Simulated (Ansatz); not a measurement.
# GeH7NSSi: how energies converge with the basis set

Aim: see how fast density functionals converge with the basis set for GeH7NSSi.

The runs use Ansatz 0.2.0, Gaussian basis; one geometry, several basis sets.

The runs, in order: PBE0-D4/def2-SVP; ωB97M-V/def2-SVP; PBE0-D4/def2-QZVPP; ωB97M-V/def2-QZVPP; the functionals' def2-TZVPP values are taken from earlier runs.

## (1) Structure used throughout

The geometry comes from an earlier relaxation with PBE0-D4 in a triple-zeta def2 set; it is a stationary point, not always the lowest conformer.

11 atoms, charge 0, spin multiplicity 1.

Atoms are counted from 1 here; the program's logs count them from 0.

Bond lengths: N1–Si2 1.708 Å, N1–H5 1.008 Å, N1–H6 1.007 Å, Si2–S3 2.147 Å, Si2–H7 1.486 Å, Si2–H8 1.484 Å, S3–Ge4 2.222 Å, Ge4–H9 1.538 Å, Ge4–H10 1.533 Å, Ge4–H11 1.536 Å. Angles: Si2–N1–H5 120.3°, Si2–N1–H6 119.6°, H5–N1–H6 111.1°, N1–Si2–S3 113.0°, N1–Si2–H7 109.4°, N1–Si2–H8 107.3°, S3–Si2–H7 107.5°, S3–Si2–H8 109.3°, H7–Si2–H8 110.3°, Si2–S3–Ge4 97.0°, S3–Ge4–H9 109.6°, S3–Ge4–H10 106.4°, S3–Ge4–H11 110.1°, H9–Ge4–H10 110.5°, H9–Ge4–H11 109.6°, H10–Ge4–H11 110.7°.

## (2) PBE0-D4 in def2-SVP

Contents of in.yaml:

```yaml
crystal:
  periodic: [false, false, false]
  atoms:
    - {symbol: N, position_ang: [-0.645597, 2.326540, -0.863097]}
    - {symbol: Si, position_ang: [-0.401512, 0.651247, -0.634087]}
    - {symbol: S, position_ang: [1.230949, 0.216210, 0.690801]}
    - {symbol: Ge, position_ang: [0.727129, -1.918665, 1.048456]}
    - {symbol: H, position_ang: [-0.923364, 2.909943, -0.089930]}
    - {symbol: H, position_ang: [-0.055153, 2.831809, -1.504017]}
    - {symbol: H, position_ang: [-1.626952, 0.049066, -0.047016]}
    - {symbol: H, position_ang: [-0.124784, 0.058990, -1.966088]}
    - {symbol: H, position_ang: [0.332059, -2.584940, -0.280523]}
    - {symbol: H, position_ang: [1.990378, -2.571760, 1.621478]}
    - {symbol: H, position_ang: [-0.437754, -2.025541, 2.044522]}
basis:
  gaussian: {orbitals: def2-SVP}
hamiltonian: {xc: pbe0, dispersion: d4}
output: {orbitals: {seedname: orbitals}}
```

The run is started by

```bash
$ ansatz run in.yaml --threads 4 --pin off --events-out ev --progress --plain --max-ram 10444MiB
```

After this run come: ωB97M-V in def2-SVP; PBE0-D4 in def2-QZVPP; ωB97M-V in def2-QZVPP.

Before running them: what should the planned runs give, taken together? Wanted: PBE0-D4: double and triple zeta above quadruple; ωB97M-V: double and triple zeta above quadruple.

**Answer**, as computed:

| quantity | value |
| --- | --- |
| PBE0-D4: double and triple zeta above quadruple | 17.64, 1.93 eV |
| ωB97M-V: double and triple zeta above quadruple | 17.63, 1.86 eV |

In words: For PBE0-D4 the step from double to triple zeta gains 15.71 eV and the next only 1.93 eV. These are total energies; as a rule much of such shifts cancels in differences, which this series doesn't test. The LUMO of ωB97M-V is positive and keeps falling with the basis (2.19 to 1.18 eV): an unbound level that the basis holds in place.
